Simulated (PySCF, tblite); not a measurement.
# C₃H₇FNSi radical: geometry, infrared bands and EPR parameters

Aim: predict the infrared bands and EPR parameters of C₃H₇FNSi radical (`F[C@@H]1C[N][SiH2]C1`).

The runs use tblite 0.8.0 and PySCF 2.14.0, with density-fitted response routines of our own; the level of theory stands in each step. All values are computed, except where a source is named. Atoms are numbered from 0 throughout.

**1. The starting structure**

13 atoms, charge 0, multiplicity 2; geometry from: force field or distance geometry start.

Bonds of the start (Å): F0–C1 1.38, C1–C2 1.45, C2–N3 1.42, N3–Si4 1.79, Si4–C5 1.88, C5–C1 1.48, C1–H6 1.12, C2–H7 1.12, C2–H8 1.12, Si4–H9 1.46, Si4–H10 1.45, C5–H11 1.10, C5–H12 1.13.

**2. Geometry optimisation with GFN2-xTB**

Job settings and geometry (Å):

```
{"job": {"kind": "relax", "xc": "GFN2-xTB", "basis": "xTB"}, "charge": 0, "multiplicity": 2}
F     -1.788900    -1.300000    -0.282300
C     -0.869600    -0.462900     0.327600
C     -1.036800     0.875500    -0.214300
N      0.148200     1.654800    -0.240200
Si     1.514300     0.500700    -0.146100
C      0.466800    -1.042900     0.055700
H     -1.136900    -0.468200     1.417900
H     -1.514000     0.843600    -1.222900
H     -1.767400     1.423300     0.438800
H      2.313000     0.470700    -1.368300
H      2.311500     0.765300     1.038400
H      0.536500    -1.701400    -0.817700
H      0.819100    -1.558000     0.995700
```

On the command line:

```bash
> OMP_NUM_THREADS=1 python probes_run.py task.json out
```

This one command runs all jobs of the session in turn.

Standard output:

```text
step      E/eV     max force
  0    -525.32234    3.143
  1    -525.61332    0.954
  2    -525.67835    0.627
  3    -525.71750    0.488
  4    -525.74318    0.340
  5    -525.75504    0.263
  6    -525.76287    0.239
  7    -525.76960    0.215
  8    -525.77502    0.214
  9    -525.77926    0.179
 10    -525.78199    0.107
 11    -525.78358    0.106
 12    -525.78487    0.100
 13    -525.78640    0.121
 14    -525.78787    0.116
 15    -525.78881    0.081
 16    -525.78933    0.050
 17    -525.78971    0.054
 18    -525.79006    0.046
 19    -525.79037    0.043
 20    -525.79069    0.051
 21    -525.79112    0.071
 22    -525.79176    0.100
 23    -525.79268    0.103
 24    -525.79390    0.090
 25    -525.79544    0.120
 26    -525.79719    0.118
 27    -525.79879    0.110
 28    -525.80010    0.097
 29    -525.80119    0.068
 30    -525.80217    0.092
 31    -525.80327    0.104
 32    -525.80432    0.080
 33    -525.80508    0.072
 34    -525.80561    0.063
 35    -525.80615    0.069
 36    -525.80689    0.070
 37    -525.80777    0.065
 38    -525.80851    0.054
 39    -525.80897    0.050
 40    -525.80927    0.053
 41    -525.80955    0.040
 42    -525.80985    0.027
 43    -525.80998    0.027
 44    -525.81007    0.032
 45    -525.81018    0.034
 46    -525.81032    0.028
 47    -525.81046    0.030
 48    -525.81056    0.032
 49    -525.81064    0.026
 50    -525.81071    0.018
 51    -525.81076    0.015
 52    -525.81080    0.010
 53    -525.81081    0.009
```

Wall time 0.22 s (1 thread of Arm Neoverse V2, shared host).

Step by step: (not every step is listed)

```csv
step,energy from step 0 (eV),largest force (eV/Å)
0,0.0000,3.1426
1,-0.2910,0.9540
2,-0.3560,0.6274
3,-0.3952,0.4882
4,-0.4208,0.3396
5,-0.4327,0.2628
6,-0.4405,0.2390
7,-0.4473,0.2150
8,-0.4527,0.2137
12,-0.4625,0.1002
16,-0.4670,0.0496
20,-0.4683,0.0506
24,-0.4716,0.0901
28,-0.4778,0.0968
32,-0.4820,0.0797
36,-0.4845,0.0698
40,-0.4869,0.0526
44,-0.4877,0.0325
48,-0.4882,0.0318
49,-0.4883,0.0262
50,-0.4884,0.0177
51,-0.4884,0.0151
52,-0.4885,0.0103
53,-0.4885,0.0091
```

Distances of close pairs at the start and the end, largest changes first:

```csv
bond,before (Å),after (Å),change (Å)
C1–C2,1.454,1.542,+0.089
N3–Si4,1.791,1.712,-0.079
C5–H12,1.128,1.086,-0.042
Si4–C5,1.876,1.916,+0.040
C1–C5,1.482,1.518,+0.036
C1–H6,1.123,1.097,-0.026
C2–N3,1.419,1.393,-0.025
C2–H8,1.123,1.098,-0.024
```

The next job starts from the end point, and lists it.

**3. Harmonic vibrations with GFN2-xTB**

Job settings and geometry (Å):

```
{"job": {"kind": "ir", "xc": "GFN2-xTB", "basis": "xTB"}, "charge": 0, "multiplicity": 2}
F     -1.910456    -1.330413     0.021958
C     -0.876322    -0.499898     0.412702
C     -1.042380     0.884835    -0.246251
N      0.172807     1.553866    -0.376937
Si     1.527283     0.541376    -0.112364
C      0.480631    -1.057958     0.023184
H     -0.966514    -0.402170     1.501308
H     -1.465611     0.732352    -1.253107
H     -1.768231     1.521159     0.277914
H      2.455241     0.572631    -1.235929
H      2.167667     0.830530     1.172643
H      0.394569    -1.550900    -0.944765
H      0.826928    -1.794924     0.741916
```

Standard output:

```text
mode    cm-1     km/mol
  1     107.0      1.57
  2     175.3     27.74
  3     338.1      9.28
  4     369.3     28.98
  5     439.3      6.71
  6     462.5      5.76
  7     469.9     49.64
  8     529.1     10.89
  9     603.4     98.18
 10     745.3     25.47
 11     760.5    169.60
 12     770.6     50.73
 13     821.6     22.34
 14     871.2     47.44
 15     905.2     17.78
 16    1018.0     61.58
 17    1047.2      7.11
 18    1088.3     55.65
 19    1135.4     11.06
 20    1165.4     37.79
 21    1192.4     12.24
 22    1243.0      2.80
 23    1260.9     13.89
 24    1304.7     29.89
 25    1382.9     47.82
 26    1475.6      0.63
 27    2233.1    237.34
 28    2306.7    216.48
 29    2814.3      1.78
 30    2889.6      7.89
 31    2916.0     40.43
 32    3001.9     28.61
 33    3031.7     21.72
```

It took 0.26 s on 1 thread of Arm Neoverse V2, shared host.

Which atoms move in the most intense modes:

| cm⁻¹ | km/mol | atoms |
| --- | --- | --- |
| 470 | 49.6 | H9 31 %, H10 25 %, Si4 17 % |
| 603 | 98.2 | H9 48 %, H10 40 % |
| 760 | 169.6 | H10 44 %, H9 41 % |
| 771 | 50.7 | H11 26 %, H12 23 %, C5 21 % |
| 1018 | 61.6 | C1 53 %, F0 25 % |
| 1088 | 55.6 | C1 42 %, C5 25 %, H6 10 %, C2 10 % |
| 2233 | 237.3 | H10 95 % |
| 2307 | 216.5 | H9 95 % |

**4. EPR parameters: B3LYP/pcH-1**

Same as in step 3 but for these lines:

```diff
@@ -1,2 +1,2 @@
-{"job": {"kind": "ir", "xc": "GFN2-xTB", "basis": "xTB"}, "charge": 0, "multiplicity": 2}
+{"job": {"kind": "epr", "basis": "pcH-1"}, "charge": 0, "multiplicity": 2}
 F     -1.910456    -1.330413     0.021958
```

With the program's defaults for keys left out, this is: UKS B3LYP, pcH-1 on C F H N Si, non-relativistic, mean-field spin-orbit, GIAO.

Standard output:

```text
UKS, coarse grid
  cycle   1  E = -562.51308702  |g| = 4.44e-01
  cycle   2  E = -562.45493533  |g| = 6.27e-01
  cycle   3  E = -562.58948040  |g| = 5.39e-02
  cycle   4  E = -562.59018763  |g| = 3.57e-02
  cycle   5  E = -562.59076352  |g| = 7.03e-03
  cycle   6  E = -562.59079610  |g| = 1.79e-03
  cycle   7  E = -562.59079945  |g| = 1.18e-03
  cycle   8  E = -562.59080076  |g| = 4.21e-04
UKS, final grid
  cycle   1  E = -562.59083237  |g| = 5.35e-04
  cycle   2  E = -562.59083244  |g| = 7.69e-04
  cycle   3  E = -562.59083270  |g| = 1.32e-04
  cycle   4  E = -562.59083283  |g| = 1.13e-04
  cycle   5  E = -562.59083291  |g| = 3.08e-05
  cycle   6  E = -562.59083291  |g| = 1.04e-05
E = -562.59083291 Eh   <S^2> = 0.7538 (exact 0.7500)
g shifts (ppm)      1          2          3
  rmc          -186       -186       -186
  gc            -16         35         26
  oz_so          67       1968       8127
  total        -135       1816       7967
hyperfine (MHz)  atom isotope    a_iso     a_fc   dipolar eigenvalues
    0   19F      -3.78      -3.73     -1.58      0.25      1.34
    1   13C       0.79       0.79     -1.41     -0.89      2.30
    2   13C     -34.25     -34.30     -5.37      2.50      2.87
    3   14N      28.48      28.30    -38.96    -38.36     77.32
    4  29Si      42.68      42.74     -1.58     -0.78      2.36
    5   13C      -2.12      -2.12     -1.06     -0.43      1.50
    6    1H      -0.33      -0.33     -2.72     -2.34      5.07
    7    1H     221.64     221.63     -7.37     -3.26     10.63
    8    1H     113.45     113.43     -6.54     -3.90     10.44
    9    1H      50.64      50.63     -3.78     -2.29      6.07
   10    1H      88.59      88.59     -4.03     -1.75      5.78
   11    1H      -0.42      -0.42     -2.36     -1.78      4.15
   12    1H       2.52       2.52     -1.63     -1.26      2.89
```

It took 38 s on 1 thread of Arm Neoverse V2, shared host; peak memory 0.91 GiB.

Principal g values 2.00218, 2.00414, 2.01029; g(iso) = 2.00554, against 2.00232 for a free electron.

Hyperfine couplings, nucleus by nucleus at this fixed geometry (no averaging over rotations):

```
nuclei  isotope  a(iso) (MHz)  a(iso) (G, at g = 2.0023)  largest dipolar term (MHz)
    H7       1H         221.6                       79.1                        10.6
    H8       1H         113.5                       40.5                        10.4
   H10       1H          88.6                       31.6                         5.8
    H9       1H          50.6                       18.1                         6.1
   Si4     29Si          42.7                       15.2                         2.4
    C2      13C         -34.2                      -12.2                        -5.4
    N3      14N          28.5                       10.2                        77.3
    F0      19F          -3.8                       -1.4                        -1.6
   H12       1H           2.5                        0.9                         2.9
    C5      13C          -2.1                       -0.8                         1.5
    C1      13C           0.8                        0.3                         2.3
   H11       1H          -0.4                       -0.1                         4.1
    H6       1H          -0.3                       -0.1                         5.1
```

Mulliken spin populations:

F0 0.00; C1 0.01; C2 -0.07; N3 0.87; Si4 -0.03; C5 0.00; H6 0.00; H7 0.09; H8 0.05; H9 0.03; H10 0.05; H11 0.00; H12 0.00

In first order the couplings over 0.8 MHz of 1H, 14N, 19F give 184 distinct lines over 191.8 G.

The fields below are evaluated on a grid from the run's orbitals.

ELF in a plane through or near 6 of the atoms.

Ten even steps from '0' (0.00) to '9' (0.98):
```
0000000000000000000000000000
0000000000000000000000000000
0000000000012210000000000000
0000000000267762000000000000
0000000000489983002310000000
0000000000489993147862000000
0000012211683657589974000000
0000124410298685248852000000
0000135517737554135310000000
0000024428813018983000000000
0000011111598664242232000000
0000000136984696257776200000
0000000013652377467887200000
0000000002799752148885100000
0000000014999950015532000000
0000000003899840001100000000
0000000000466310000000000000
0000000000000000000000000000
0000000000000000000000000000
0000000000000000000000000000
```
The map spans 10.3 Å across and 9.1 Å up, centred on the molecule. Atoms in the plane (x, y in Å): C1 (0.9, -0.5), C2 (1.0, 1.0), N3 (-0.3, 1.6), Si4 (-1.6, 0.5), C5 (-0.4, -1.1), H12 (-0.7, -2.0).

On the surface of density 0.002 e/bohr³ the electrostatic potential runs, from the 1st to the 99th percentile, from -1.55 V near N3 to 1.33 V near H10.

The spin density lies nearest to N3 74 %; H7 8 %.

**5. What came out**

```
                                 quantity                  value
strongest single infrared mode (GFN2-xTB)  2233 cm⁻¹, 237 km/mol
             zero-point energy (GFN2-xTB)          58.4 kcal/mol
                           g(iso) (B3LYP)                2.00554
                                     ⟨S²⟩     0.754 (exact 0.75)
                           largest a(iso)    1H on H7, 221.6 MHz
    surface potential, 1st and 99th percentile     -1.55 V and 1.33 V
```

**Reading.** The optimisation took 53 steps and gained 0.488 eV; among the close pairs (by a distance rule), C1–C2 changed most, from 1.454 to 1.542 Å. No mode is imaginary among the 33: a minimum at this level. The strongest single mode, at 2233 cm⁻¹, moves mainly H10. Unscaled tight-binding wavenumbers are off by several per cent, some by more. Its intensities can rank the bands wrongly. N3 carries the largest spin population, 0.87 e. The isotropic g lies 3.2 ppt above the free-electron value.
